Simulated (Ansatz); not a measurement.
**CH₇BOSi: small, medium and large basis sets**

The task here is to estimate one member of a computed series from the others.

Program: Ansatz 0.2.0, Gaussian basis. Level of theory: one geometry, several basis sets. These are calculated values, not measurements.

Plan: PBE0-D4/def2-SVP; ωB97M-V/def2-SVP; PBE0-D4/def2-QZVPP; ωB97M-V/def2-QZVPP; the functionals' def2-TZVPP values are taken from earlier runs.

## Structure used throughout

An earlier PBE0-D4 in a triple-zeta def2 set relaxation fixed the geometry.

SMILES `B[SiH2]OC`, 11 atoms, charge 0, spin multiplicity 1.

Atoms are counted from 1 here; the program's logs count them from 0.

Bond lengths: B1–Si2 1.999 Å, B1–H5 1.195 Å, B1–H6 1.197 Å, Si2–O3 1.648 Å, Si2–H7 1.498 Å, Si2–H8 1.498 Å, O3–C4 1.407 Å, C4–H9 1.097 Å, C4–H10 1.097 Å, C4–H11 1.092 Å. Angles: Si2–B1–H5 123.5°, Si2–B1–H6 118.8°, H5–B1–H6 117.7°, B1–Si2–O3 111.2°, B1–Si2–H7 109.9°, B1–Si2–H8 109.8°, O3–Si2–H7 109.9°, O3–Si2–H8 110.0°, H7–Si2–H8 105.9°, Si2–O3–C4 122.1°, O3–C4–H9 111.5°, O3–C4–H10 111.5°, O3–C4–H11 108.4°, H9–C4–H10 108.4°, H9–C4–H11 108.5°, H10–C4–H11 108.5°.

The first run:

Input file in.yaml:

```yaml
crystal:
  periodic: [false, false, false]
  atoms:
    - {symbol: B, position_ang: [-1.709346, 1.465805, -0.828296]}
    - {symbol: Si, position_ang: [-0.630270, 0.228226, 0.312262]}
    - {symbol: O, position_ang: [0.753682, -0.235757, -0.453759]}
    - {symbol: C, position_ang: [1.684156, -1.105786, 0.144204]}
    - {symbol: H, position_ang: [-1.379159, 1.807834, -1.924160]}
    - {symbol: H, position_ang: [-2.743411, 1.890395, -0.400223]}
    - {symbol: H, position_ang: [-0.295733, 0.894352, 1.611981]}
    - {symbol: H, position_ang: [-1.447497, -0.976566, 0.667053]}
    - {symbol: H, position_ang: [2.082839, -0.688948, 1.077090]}
    - {symbol: H, position_ang: [1.236893, -2.082631, 0.364690]}
    - {symbol: H, position_ang: [2.513145, -1.253923, -0.550240]}
basis:
  gaussian: {orbitals: def2-SVP}
hamiltonian: {xc: pbe0, dispersion: d4}
output: {orbitals: {seedname: orbitals}}
```

Command:

```bash
$ ansatz run in.yaml --threads 2 --pin off --events-out ev --progress --plain --max-ram 4352MiB
```

Steps of the session up to this table: PBE0-D4 in def2-SVP; ωB97M-V in def2-SVP; PBE0-D4 in def2-QZVPP; ωB97M-V in def2-QZVPP.

One of the session's tables, all rows but one given; the rest of the session is left out.

```
functional       basis  HOMO (eV)  LUMO (eV)
   PBE0-D4    def2-SVP          ?          ?
   PBE0-D4  def2-TZVPP      -8.07      -2.41
   PBE0-D4  def2-QZVPP      -8.10      -2.42
   ωB97M-V    def2-SVP     -10.26      -0.27
   ωB97M-V  def2-TZVPP     -10.41      -0.43
   ωB97M-V  def2-QZVPP     -10.42      -0.48
```

Q: Estimate the row for PBE0-D4, def2-SVP from the others.

The run gave: HOMO (eV): -7.93; LUMO (eV): -2.35. In the column «HOMO (eV)» it is the highest.
